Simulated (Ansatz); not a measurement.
CH3MgS, SMILES C[S][Mg], an atomisation energy

Program: Ansatz 0.2.0, Python API.

At the Python prompt:
```pycon
>>> from collections import Counter
>>> import ansatz
>>> from ase import Atoms
>>> def single_point(molecule, charge=0, unpaired=0):
...     calc = molecule.calculation().basis(gaussian="pcseg-2").correlation("ccsd_t")
...     if charge:
...         calc = calc.charge(charge)
...     if unpaired:
...         calc = calc.spin("collinear", total=unpaired)
...     return calc.run(threads=1).report["free_energy_ev"]
...
>>> atoms = Atoms(["C", "S", "Mg", "H", "H", "H"], positions=[
...     [-0.3315, 0.3052, -0.2873],
...     [-0.4959, -1.2036, 0.6336],
...     [1.864, -1.1838, 1.0979],
...     [0.0768, 1.1641, 0.36],
...     [0.3143, 0.2094, -1.1732],
...     [-1.3857, 0.6446, -0.6771],
... ])
>>> system = ansatz.Crystal.molecule_from_ase(atoms)
>>> # unpaired electrons of the ground-state atoms
>>> unpaired = {"C": 2, "S": 2, "Mg": 0, "H": 1}
>>> counts = Counter(site.symbol for site in system.cartesian_sites)
>>> atom_energy = {s: single_point(ansatz.Crystal.molecule().atom(s, (0, 0, 0)), 0, unpaired[s]) for s in counts}
>>> whole = single_point(system, 0, 1)
>>> for s, e in atom_energy.items():
...     print(f"{s:2s} x{counts[s]}  {e:14.5f} eV")
...
C  x1     -1027.91089 eV
S  x1    -10820.21337 eV
Mg x1     -5432.87400 eV
H  x3       -13.60238 eV
>>> print(f"CH3MgS: {whole:.5f} eV")
CH3MgS: -17339.30830 eV
>>> split = sum(counts[s] * e for s, e in atom_energy.items()) - whole
>>> print(f"atomisation energy (no zero-point term): {23.060548 * split:.1f} kcal/mol, {split / sum(counts.values()):.3f} eV an atom")
atomisation energy (no zero-point term): 403.6 kcal/mol, 2.917 eV an atom
```

403.6 kcal/mol from the electronic energies, without the zero-point term.

Reading the output:
- Total energies depend on the basis set; only differences at equal settings carry meaning.
- The geometry is a force-field or estimated start, not a minimum of this method, and the basis set is short of its limit. All parts are taken at fixed geometry, without zero-point energy.
- The species is open-shell (spin multiplicity 2).
- The whole script took 90 s on 1 thread of Arm Neoverse V1, on a shared host, peak memory 1.5 GiB.
